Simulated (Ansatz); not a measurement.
# Al₂H₈OSi₂: a ladder of functionals and wavefunction methods

How much do the methods differ for Al₂H₈OSi₂? The plan is to run it at one geometry with functionals of several rungs and with coupled cluster, and see how far each lands from CCSD(T) at the basis-set limit for the atomisation energy.

Method: functionals in def2-TZVPP, the program's frozen cores in correlated methods; program: Ansatz 0.2.0, Gaussian basis.

Levels to be run: LDA (SPW92), PBE-D4, revPBE-D4, BLYP-D4, r2SCAN-D4, B97M-V, PBE0-D4, B3LYP-D4, r2SCANh-D4, r2SCAN0-D4, HSE06-D4, BHLYP-D4, CAM-B3LYP-D4, LC-ωPBE, ωB97X-V, ωB97M-V, B2PLYP, PBE-QIDH; CCSD(T)/def2-SVP; CCSD(T)/def2-TZVPP; MP2/def2-QZVPP; extrapolation to the limit; RPA on PBE.

**1. Structure used throughout**

The geometry comes from an earlier relaxation with PBE0-D4 in a triple-zeta def2 set; it is a stationary point, not always the lowest conformer.

SMILES `[AlH2][SiH2][O][AlH][SiH3]`, 13 atoms, charge 0, spin multiplicity 1.

Atoms are counted from 1 here; the program's logs count them from 0.

Bond lengths: Al1–Si2 2.469 Å, Al1–H6 1.582 Å, Al1–H7 1.722 Å, Si2–O3 1.648 Å, Si2–H8 1.491 Å, Si2–H9 1.492 Å, O3–Al4 1.731 Å, Al4–Si5 2.502 Å, Al4–H10 1.576 Å, Si5–H11 1.487 Å, Si5–H12 1.490 Å, Si5–H13 1.571 Å. Angles: Si2–Al1–H6 144.3°, Si2–Al1–H7 92.3°, H6–Al1–H7 111.0°, Al1–Si2–O3 96.4°, Al1–Si2–H8 113.2°, Al1–Si2–H9 116.8°, O3–Si2–H8 111.1°, O3–Si2–H9 112.1°, H8–Si2–H9 107.1°, Si2–O3–Al4 113.8°, O3–Al4–Si5 108.8°, O3–Al4–H10 123.1°, Si5–Al4–H10 121.1°, Al4–Si5–H11 124.0°, Al4–Si5–H12 118.7°, Al4–Si5–H13 103.2°, H11–Si5–H12 108.9°, H11–Si5–H13 98.7° and more.

**2. LDA**

This LDA is Slater exchange with PW92 correlation.

in.yaml reads:

```yaml
crystal:
  periodic: [false, false, false]
  atoms:
    - {symbol: Al, position_ang: [0.287002, 0.833502, 1.212938]}
    - {symbol: Si, position_ang: [-1.518150, 1.215609, -0.427594]}
    - {symbol: O, position_ang: [-1.907471, -0.370869, -0.645874]}
    - {symbol: Al, position_ang: [-0.729523, -1.473503, -0.018052]}
    - {symbol: Si, position_ang: [1.545332, -0.709120, -0.724614]}
    - {symbol: H, position_ang: [1.060353, 1.461580, 2.441901]}
    - {symbol: H, position_ang: [-0.296338, -0.741854, 1.592058]}
    - {symbol: H, position_ang: [-2.670779, 1.978367, 0.132620]}
    - {symbol: H, position_ang: [-1.134092, 1.879804, -1.706683]}
    - {symbol: H, position_ang: [-1.032292, -2.997669, 0.244378]}
    - {symbol: H, position_ang: [1.816955, 0.045112, -1.976751]}
    - {symbol: H, position_ang: [2.717177, -1.577672, -0.421599]}
    - {symbol: H, position_ang: [1.882327, 0.422112, 0.312172]}
basis:
  gaussian: {orbitals: def2-TZVPP}
hamiltonian: {xc: lda}
output: {orbitals: {seedname: orbitals}}
```

Further steps of the session: PBE-D4 (GGA); revPBE-D4 (GGA); BLYP-D4 (GGA); r2SCAN-D4 (meta-GGA); B97M-V (meta-GGA); PBE0-D4 (hybrid); B3LYP-D4 (hybrid); r2SCANh-D4 (hybrid); r2SCAN0-D4 (hybrid); HSE06-D4 (hybrid); BHLYP-D4 (hybrid); CAM-B3LYP-D4 (range-separated); LC-ωPBE (range-separated); ωB97X-V (range-separated); ωB97M-V (range-separated); B2PLYP (double hybrid); PBE-QIDH (double hybrid); CCSD(T) in def2-SVP; CCSD(T) in def2-TZVPP; MP2 in def2-QZVPP; RPA on PBE orbitals.

Q: Predict the results of all the runs planned. Wanted: atomisation energy, CCSD(T)/CBS; farthest beyond LDA; mean size of error, GGA; mean size of error, meta-GGA; mean size of error, hybrid; mean size of error, range-separated; mean size of error, double hybrid; gap, smallest and largest; T1 diagnostic.

The runs gave:

```
                               quantity                                      value
        atomisation energy, CCSD(T)/CBS                              3882.8 kJ/mol
 functionals within 19.4 kJ/mol (0.5 %)    r2SCAN-D4, r2SCANh-D4, ωB97X-V, ωB97M-V
                    farthest beyond LDA                  revPBE-D4 (-117.2 kJ/mol)
                mean size of error, GGA                                86.1 kJ/mol
           mean size of error, meta-GGA                                26.6 kJ/mol
             mean size of error, hybrid                                55.4 kJ/mol
    mean size of error, range-separated                                29.1 kJ/mol
      mean size of error, double hybrid                                84.2 kJ/mol
              gap, smallest and largest  4.07 eV (LDA (SPW92)), 10.44 eV (LC-ωPBE)
                          T1 diagnostic                                     0.0145
triples share of the correlation energy                                      3.6 %
```

In words: LDA overbinds by 402.5 kJ/mol (10 %). PBE-D4 is off by -55.5 kJ/mol. Double hybrids carry the basis error of their MP2 part in triple zeta, and no dispersion term here, so their miss is partly the set-up's. Taken by rung, meta-GGA functionals do best (26.6 kJ/mol on average) and GGA ones worst beyond LDA (86.1 kJ/mol). The gap between the best rungs is small, so their order is not settled. Misses under about 19.4 kJ/mol are within the doubt on the reference itself, which lacks core-valence correlation, relativity and higher excitations. Hartree-Fock recovers 74 % of the binding; the rest is correlation. CCSD(T) in def2-SVP is off by -292.2 kJ/mol, so the small basis spoils what the method gains. Orbital gaps span 4.1 to 10.4 eV; exact exchange widens them.
